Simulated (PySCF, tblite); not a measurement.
# C₅H₅FOSi: excited states

Wanted: excited states for C₅H₅FOSi (`O=CC1=CC=C(F)[SiH2]1`).

Programs: tblite 0.8.0 and PySCF 2.14.0, with routines of our own; each step states its level. All values are computed. Atoms count from 0.

### Step 1. The starting structure

13 atoms, charge 0, multiplicity 1; geometry from: force field or distance geometry start.

### Step 2. Geometry optimisation with GFN2-xTB

What the job is given:

```
{"job": {"kind": "relax", "xc": "GFN2-xTB", "basis": "xTB"}, "charge": 0, "multiplicity": 1}
O     -2.885800     0.856000     0.038800
C     -2.225700    -0.140200    -0.163000
C     -0.749400    -0.155400    -0.073400
C      0.024700    -1.221400    -0.289200
C      1.450800    -0.970200    -0.137700
C      1.752600     0.302900     0.158800
F      3.015500     0.749600     0.325800
Si     0.237500     1.388200     0.330500
H     -2.683600    -1.116300    -0.398000
H     -0.338300    -2.222100    -0.521800
H      2.189300    -1.747300    -0.284500
H      0.039000     1.855400     1.724200
H      0.168800     2.421300    -0.728200
```

On the command line:

```sh
$ OMP_NUM_THREADS=1 python excited_run.py task.json out
```

The driver reads the jobs from task.json and runs them one after another.

The log of the run:

```text
step      E/eV     max force
  0    -644.93326    2.047
  1    -644.98851    0.885
  2    -645.00008    0.263
  3    -645.00571    0.223
  4    -645.00972    0.180
  5    -645.01139    0.099
  6    -645.01254    0.089
  7    -645.01351    0.093
  8    -645.01431    0.085
  9    -645.01519    0.088
 10    -645.01579    0.080
 11    -645.01617    0.063
 12    -645.01649    0.051
 13    -645.01686    0.060
 14    -645.01727    0.064
 15    -645.01767    0.061
 16    -645.01809    0.055
 17    -645.01854    0.068
 18    -645.01899    0.067
 19    -645.01934    0.051
 20    -645.01960    0.040
 21    -645.01982    0.038
 22    -645.01997    0.035
 23    -645.02006    0.021
 24    -645.02009    0.017
 25    -645.02013    0.022
 26    -645.02018    0.031
 27    -645.02024    0.030
 28    -645.02028    0.018
 29    -645.02030    0.012
 30    -645.02031    0.006
```

It took 0.15 s on 1 thread of Arm Neoverse V2, shared host.

The steps of the relaxation:

```csv
step,energy from step 0 (eV),largest force (eV/Å)
0,0.0000,2.0470
1,-0.0553,0.8853
2,-0.0668,0.2627
3,-0.0725,0.2230
4,-0.0765,0.1802
5,-0.0781,0.0988
6,-0.0793,0.0894
7,-0.0802,0.0933
8,-0.0811,0.0846
9,-0.0819,0.0883
10,-0.0825,0.0804
11,-0.0829,0.0626
12,-0.0832,0.0510
13,-0.0836,0.0598
14,-0.0840,0.0638
15,-0.0844,0.0608
16,-0.0848,0.0550
17,-0.0853,0.0681
18,-0.0857,0.0672
19,-0.0861,0.0510
20,-0.0863,0.0396
21,-0.0866,0.0385
22,-0.0867,0.0347
23,-0.0868,0.0212
24,-0.0868,0.0166
25,-0.0869,0.0218
26,-0.0869,0.0313
27,-0.0870,0.0299
28,-0.0870,0.0180
29,-0.0870,0.0117
30,-0.0870,0.0060
```

Distances of close pairs at the start and the end, largest changes first:

```csv
bond,before (Å),after (Å),change (Å)
C5–Si7,1.872,1.915,+0.043
C1–C2,1.479,1.442,-0.037
Si7–H11,1.483,1.458,-0.025
Si7–H12,1.481,1.458,-0.023
C2–C3,1.335,1.355,+0.020
C2–Si7,1.876,1.893,+0.017
C3–C4,1.456,1.441,-0.015
C5–F6,1.350,1.340,-0.010
```

The final coordinates are the input of the step that follows.

### Step 3. Harmonic vibrations with GFN2-xTB

What the job is given:

```
{"job": {"kind": "ir", "xc": "GFN2-xTB", "basis": "xTB"}, "charge": 0, "multiplicity": 1}
O     -2.947035     0.785862     0.019090
C     -2.226185    -0.169567    -0.160193
C     -0.787870    -0.123836    -0.071413
C      0.025585    -1.188899    -0.271504
C      1.443259    -0.962659    -0.144619
C      1.769709     0.303790     0.162488
F      3.044229     0.687869     0.318096
Si     0.225497     1.422121     0.336784
H     -2.651156    -1.163682    -0.410159
H     -0.340640    -2.176422    -0.517625
H      2.154342    -1.761099    -0.289455
H      0.079293     1.896753     1.707617
H      0.206586     2.450255    -0.696835
```

The log of the run:

```text
mode    cm-1     km/mol
  1      81.9      8.93
  2     130.0      9.72
  3     145.5      0.40
  4     275.8      1.89
  5     307.2     13.89
  6     307.7      6.92
  7     358.1     15.13
  8     377.6      1.09
  9     517.2     96.24
 10     539.7      6.85
 11     574.3      3.78
 12     597.9     49.67
 13     615.2     54.29
 14     623.5      1.48
 15     714.2     20.57
 16     733.5    189.44
 17     826.8     50.53
 18     881.3      2.34
 19     924.5      0.36
 20    1045.0     76.39
 21    1195.7     44.17
 22    1210.1     99.33
 23    1241.6     34.17
 24    1287.3     66.37
 25    1365.2      3.84
 26    1519.2    452.69
 27    1610.2     23.09
 28    1709.6    372.55
 29    2310.7     97.26
 30    2316.6    363.30
 31    2735.5    163.05
 32    3059.6     26.03
 33    3095.0     21.39
```

Run time: 0.32 s. Hardware: 1 thread of Arm Neoverse V2, shared host.

Which atoms move in the most intense modes:

```csv
cm⁻¹,km/mol,atoms
517,96.2,"C2 23 %, H12 22 %, H11 22 %, Si7 15 %"
734,189.4,"H11 43 %, H12 43 %, Si7 11 %"
1210,99.3,"C5 30 %, H10 22 %, H9 14 %, C3 11 %"
1519,452.7,"C2 32 %, C3 25 %, C5 21 %, C4 18 %"
1710,372.6,"C1 60 %, O0 38 %"
2311,97.3,"H12 49 %, H11 49 %"
2317,363.3,"H11 48 %, H12 48 %"
2736,163.1,H8 94 %
```

### Step 4. Excited states: TDA CAM-B3LYP/def2-SVP

Settings changed since step 3:

```diff
@@ -1,2 +1,2 @@
-{"job": {"kind": "ir", "xc": "GFN2-xTB", "basis": "xTB"}, "charge": 0, "multiplicity": 1}
+{"job": {"kind": "states", "xc": "CAM-B3LYP", "basis": "def2-SVP", "tda": true, "soc": true, "nstates": 8, "ntriplets": 6, "nquad": 4}, "charge": 0, "multiplicity": 1}
 O     -2.947035     0.785862     0.019090
```

Method: TDA CAM-B3LYP/def2-SVP excited states, vertical, gas phase, spin-orbit mean-field couplings.

The log of the run:

```text
coarse grid: 12328 points
cycle   1  E = -657.2204237330  dE =  1.477e+00  |g| = 9.311e-01  |ddm| = 4.137e+00
cycle   2  E = -656.8941455334  dE =  3.263e-01  |g| = 1.606e+00  |ddm| = 4.182e+00
cycle   3  E = -657.4075048983  dE = -5.134e-01  |g| = 1.392e-01  |ddm| = 3.142e+00
cycle   4  E = -657.4107690995  dE = -3.264e-03  |g| = 8.947e-02  |ddm| = 2.386e-01
cycle   5  E = -657.4125076497  dE = -1.739e-03  |g| = 1.791e-02  |ddm| = 1.178e-01
cycle   6  E = -657.4126050810  dE = -9.743e-05  |g| = 6.456e-03  |ddm| = 3.410e-02
cycle   7  E = -657.4126234970  dE = -1.842e-05  |g| = 2.586e-03  |ddm| = 1.708e-02
cycle   8  E = -657.4126267776  dE = -3.281e-06  |g| = 7.890e-04  |ddm| = 1.007e-02
final grid: 117640 points
cycle   9  E = -657.5199375664  dE = -2.254e-05  |g| = 4.136e-03  |ddm| = 1.959e-02
cycle  10  E = -657.5199351522  dE =  2.414e-06  |g| = 5.636e-03  |ddm| = 9.574e-03
cycle  11  E = -657.5199409358  dE = -5.784e-06  |g| = 5.590e-04  |ddm| = 6.138e-03
cycle  12  E = -657.5199409895  dE = -5.368e-08  |g| = 2.535e-04  |ddm| = 9.724e-04
cycle  13  E = -657.5199410013  dE = -1.177e-08  |g| = 6.245e-05  |ddm| = 3.931e-04
cycle  14  E = -657.5199410024  dE = -1.123e-09  |g| = 1.301e-05  |ddm| = 9.112e-05
cycle  15  E = -657.5199410025  dE = -1.046e-10  |g| = 6.868e-06  |ddm| = 4.156e-05
converged SCF energy = -657.5199410025

Singlet excitations
state   eV       nm        f     d(h-e)  d(exc)  Lambda  PR(NTO)  |dmu|/D   mu/D   main configurations
  1   3.6838   336.6   0.00022   1.495   2.868   0.393   1.012    3.682    2.394   H-1->L 0.83, H-1->L+1 0.15
  2   4.3310   286.3   0.23776   0.370   2.847   0.787   1.107    1.261    3.737   H->L 0.93
  3   5.2989   234.0   0.00017   0.488   2.719   0.522   1.124    1.244    2.984   H-2->L 0.91
  4   6.1466   201.7   0.00165   1.331   3.116   0.450   1.382    2.784    2.313   H-1->L+1 0.55, H-4->L 0.16, H-1->L 0.12
  5   6.4036   193.6   0.01065   0.350   3.004   0.503   1.915                     H-4->L 0.64, H->L+2 0.14, H-1->L+1 0.13
  6   6.5054   190.6   0.06602   0.449   3.355   0.716   1.803                     H->L+1 0.65, H-3->L 0.30
  7   6.5543   189.2   0.00019   1.334   3.163   0.367   1.344                     H->L+2 0.84, H-4->L 0.12
  8   7.1903   172.4   0.26356   0.842   2.941   0.734   2.263                     H-3->L 0.50, H->L+1 0.23, H->L+5 0.14

Triplet excitations (Tamm-Dancoff)
state   eV     d(h-e)  d(exc)  Lambda  PR(NTO)   main configurations
  1   2.2494   0.075   2.656   0.798   1.064   H->L 0.95
  2   3.1923   1.323   2.714   0.396   1.011   H-1->L 0.76, H-1->L+1 0.22
  3   4.4397   0.142   2.332   0.741   2.054   H-3->L 0.47, H->L+1 0.38
  4   4.8894   0.481   2.661   0.521   1.117   H-2->L 0.90
  5   5.7211   0.362   2.766   0.731   1.994   H->L+1 0.33, H-3->L 0.22, H-7->L 0.15
  6   5.7314   0.595   2.800   0.512   1.463   H-4->L 0.61, H-1->L+1 0.17
S1 - T1 = 1.4343 eV

Spin-orbit couplings |<S|Hso|T>| (cm-1)
             T1       T2       T3       T4       T5       T6
S0        0.083   48.088    0.058   16.518    0.948   23.655
S1       14.777    0.425   16.218    0.561   21.349    7.651
S2        0.023   13.186    0.027   18.594    0.517   12.657
S3       14.574    1.698   13.433    0.982    6.722   20.923
S4        7.488    2.728    9.276   11.849   16.180    0.738
S5        9.322    8.903    6.242   22.257   10.286    0.433
S6        0.052    3.130    0.031    8.325    0.325    7.175
S7        7.533    3.831    4.515    9.284    8.387    0.451
S8        0.054   11.375    0.036   18.744    0.665   16.350
T1 sublevels (cm-1): 0.000 0.000 0.008   radiative rates (1/s): 0.00907 0.000125 0.0707
```

Run time: 23 s. Hardware: 1 thread of Arm Neoverse V2, shared host; peak memory 0.64 GiB.

In short:

```
  quantity    value
S1 less T1  1.43 eV
```

Orbitals, density, ELF and potential are computed afterwards from the orbital file.

Frontier orbitals at CAM-B3LYP/def2-SVP, with the share of their density that lies nearest to each atom:

```
orbital  energy (eV)                                   lies on
   HOMO        -8.17  C2 27 %; C4, C5 about 20 % each; O0 10 %
   LUMO        -1.30  C3, C5 about 21 % each; C2 14 %; O0 10 %
```

ELF in a plane through or near 11 of the atoms.

Values, 10 rows by 14 columns:
```
0.00 0.00 0.00 0.00 0.00 0.00 0.00 0.00 0.00 0.00 0.00 0.00 0.00 0.00
0.00 0.00 0.00 0.00 0.00 0.00 0.00 0.05 0.02 0.00 0.00 0.00 0.00 0.00
0.00 0.00 0.00 0.23 0.97 0.43 0.09 0.98 0.98 0.01 0.02 0.00 0.00 0.00
0.00 0.00 0.00 0.55 1.00 0.86 0.63 0.80 0.76 0.12 0.99 0.90 0.01 0.00
0.00 0.00 0.07 0.07 0.35 0.42 0.75 0.67 0.57 0.59 0.99 0.27 0.00 0.00
0.00 0.01 0.64 0.71 0.63 0.15 0.26 0.85 0.39 0.45 0.80 0.65 0.25 0.00
0.00 0.00 0.35 0.84 0.15 0.87 0.74 0.43 0.41 0.36 0.77 0.86 0.33 0.00
0.00 0.00 0.00 0.00 0.01 0.12 0.31 0.35 0.07 0.05 0.40 0.11 0.00 0.00
0.00 0.00 0.00 0.00 0.00 0.02 0.08 0.07 0.02 0.00 0.00 0.00 0.00 0.00
0.00 0.00 0.00 0.00 0.00 0.00 0.00 0.00 0.00 0.00 0.00 0.00 0.00 0.00
```
The map spans 11.4 Å across and 9.6 Å up, centred on the molecule. Atoms in the plane (x, y in Å): O0 (2.9, -0.9), C1 (2.2, 0.1), C2 (0.8, 0.1), C3 (0.0, 1.2), C4 (-1.4, 1.0), C5 (-1.8, -0.2), F6 (-3.1, -0.6), Si7 (-0.3, -1.4), H8 (2.7, 1.1), H9 (0.5, 2.2), H10 (-2.1, 1.9).

log10 of the density (e/Å³) in the same plane.

Values, 10 rows by 14 columns:
```
-4.0 -4.0 -4.0 -4.0 -4.0 -4.0 -4.0 -4.0 -4.0 -4.0 -4.0 -4.0 -4.0 -4.0
-4.0 -4.0 -4.0 -3.8 -3.2 -3.3 -3.1 -2.6 -2.8 -3.5 -4.0 -4.0 -4.0 -4.0
-4.0 -4.0 -3.5 -2.3 -1.3 -1.4 -1.5 -0.7 -1.1 -2.3 -2.6 -3.1 -3.8 -4.0
-4.0 -4.0 -3.1 -1.7 -0.1  0.1 -0.1  0.3 -0.5 -1.3 -0.8 -1.7 -2.8 -4.0
-4.0 -4.0 -1.9 -1.3 -0.4  0.7  0.0  0.3  0.0 -0.1  0.2 -1.2 -2.6 -4.0
-4.0 -2.6 -0.4  1.0  0.2  0.3 -0.5  0.0  0.2  0.2  0.4 -0.5 -1.8 -4.0
-4.0 -3.1 -1.0 -0.1 -0.7 -0.4  1.3  0.6 -0.8 -0.7  0.7 -0.2 -1.6 -4.0
-4.0 -4.0 -3.3 -2.5 -2.2 -1.3 -0.5 -0.6 -1.5 -1.9 -1.4 -1.9 -3.0 -4.0
-4.0 -4.0 -4.0 -4.0 -3.2 -2.3 -1.8 -1.8 -2.4 -3.3 -4.0 -4.0 -4.0 -4.0
-4.0 -4.0 -4.0 -4.0 -4.0 -3.6 -3.2 -3.3 -3.7 -4.0 -4.0 -4.0 -4.0 -4.0
```
The map spans 11.4 Å across and 9.6 Å up, centred on the molecule. Atoms in the plane (x, y in Å): O0 (2.9, -0.9), C1 (2.2, 0.1), C2 (0.8, 0.1), C3 (0.0, 1.2), C4 (-1.4, 1.0), C5 (-1.8, -0.2), F6 (-3.1, -0.6), Si7 (-0.3, -1.4), H8 (2.7, 1.1), H9 (0.5, 2.2), H10 (-2.1, 1.9).

On the surface of density 0.002 e/bohr³ the electrostatic potential runs, from the 1st to the 99th percentile, from -1.67 V near O0 to 1.41 V near Si7.

### Step 5. Excited states: TDDFT B3LYP/def2-SVPD

Settings changed since step 4:

```diff
@@ -1,2 +1,2 @@
-{"job": {"kind": "states", "xc": "CAM-B3LYP", "basis": "def2-SVP", "tda": true, "soc": true, "nstates": 8, "ntriplets": 6, "nquad": 4}, "charge": 0, "multiplicity": 1}
+{"job": {"kind": "states", "xc": "B3LYP", "basis": "def2-SVPD", "tpa": true, "nstates": 6, "nquad": 5, "ntriplets": 0}, "charge": 0, "multiplicity": 1}
 O     -2.947035     0.785862     0.019090
```

Level: TDDFT B3LYP/def2-SVPD excited states, vertical, gas phase, two-photon moments by quadratic response.

The log of the run:

```text
coarse grid: 12328 points
cycle   1  E = -657.4544683812  dE =  1.257e+00  |g| = 8.709e-01  |ddm| = 6.545e+00
cycle   2  E = -654.9146039729  dE =  2.540e+00  |g| = 2.695e+00  |ddm| = 3.312e+00
cycle   3  E = -657.4512401940  dE = -2.537e+00  |g| = 7.311e-01  |ddm| = 3.216e+00
cycle   4  E = -657.6114907640  dE = -1.603e-01  |g| = 1.536e-01  |ddm| = 1.310e+00
cycle   5  E = -657.6146886504  dE = -3.198e-03  |g| = 1.155e-01  |ddm| = 5.214e-01
cycle   6  E = -657.6176831300  dE = -2.994e-03  |g| = 4.313e-02  |ddm| = 2.404e-01
cycle   7  E = -657.6181757717  dE = -4.926e-04  |g| = 1.012e-02  |ddm| = 7.979e-02
cycle   8  E = -657.6181978463  dE = -2.207e-05  |g| = 4.209e-03  |ddm| = 2.308e-02
cycle   9  E = -657.6182017635  dE = -3.917e-06  |g| = 2.064e-03  |ddm| = 1.018e-02
final grid: 117640 points
cycle  10  E = -657.7232976003  dE = -2.249e-05  |g| = 8.428e-03  |ddm| = 1.315e-01
cycle  11  E = -657.7232435660  dE =  5.403e-05  |g| = 1.765e-02  |ddm| = 3.674e-02
cycle  12  E = -657.7233126199  dE = -6.905e-05  |g| = 1.869e-03  |ddm| = 2.889e-02
cycle  13  E = -657.7233133494  dE = -7.295e-07  |g| = 4.270e-04  |ddm| = 3.397e-03
cycle  14  E = -657.7233133834  dE = -3.400e-08  |g| = 1.187e-04  |ddm| = 9.125e-04
cycle  15  E = -657.7233133860  dE = -2.603e-09  |g| = 5.959e-05  |ddm| = 2.724e-04
cycle  16  E = -657.7233133868  dE = -8.024e-10  |g| = 1.460e-05  |ddm| = 9.793e-05
converged SCF energy = -657.7233133868

Singlet excitations
state   eV       nm        f     d(h-e)  d(exc)  Lambda  PR(NTO)  |dmu|/D   mu/D   delta(TPA)   sigma/GM   main configurations
  1   3.2203   385.0   0.00011   2.134   3.352   0.382   1.004    4.734    3.183        0.13      0.000   H-1->L 0.96
  2   3.8191   324.6   0.15929   0.280   2.954   0.776   1.160    0.790    3.711       83.69      0.447   H->L 0.97
  3   4.9538   250.3   0.00019   0.624   2.902   0.527   1.068    1.529    3.567        1.60      0.014   H-2->L 0.96
  4   5.3639   231.1   0.00019   1.839   3.322   0.436   1.067    3.886    2.760        0.55      0.006   H-1->L+1 0.90
  5   5.7163   216.9   0.06429   0.549   3.524   0.713   1.814    1.050    3.697     1278.12     15.301   H->L+1 0.69, H-3->L 0.28
  6   5.8430   212.2   0.00576   0.255   3.245   0.469   1.988                                            H-4->L 0.59, H->L+2 0.38
```

Run time: 29 s. Hardware: 1 thread of Arm Neoverse V2, shared host; peak memory 0.85 GiB.

### Step 6. Results

| quantity | value |
| --- | --- |
| strongest single infrared mode (GFN2-xTB) | 1519 cm⁻¹, 453 km/mol |
| zero-point energy (GFN2-xTB) | 50.4 kcal/mol |
| S1 less T1 (step 4, TDA CAM-B3LYP/def2-SVP) | 1.43 eV |
| surface potential, 1st and 99th percentile | -1.67 V and 1.41 V |

**Reading.** All 33 modes are real, so the xTB geometry is a minimum. The strongest single mode, at 1519 cm⁻¹, is spread over several atoms, C2, C3, C5, C4 among them. Unscaled tight-binding wavenumbers are off by several per cent, some by more. Its intensities can rank the bands wrongly. In step 4, the number of triplets below S1 is 2, and the largest singlet-triplet spin-orbit coupling is S0–T2, 48.09 cm⁻¹. At CAM-B3LYP/def2-SVP, counted by nearest atom on the grid, the HOMO lies on C2 27 %; C4, C5 about 20 % each, the LUMO on C3, C5 about 21 % each; C2 14 %.
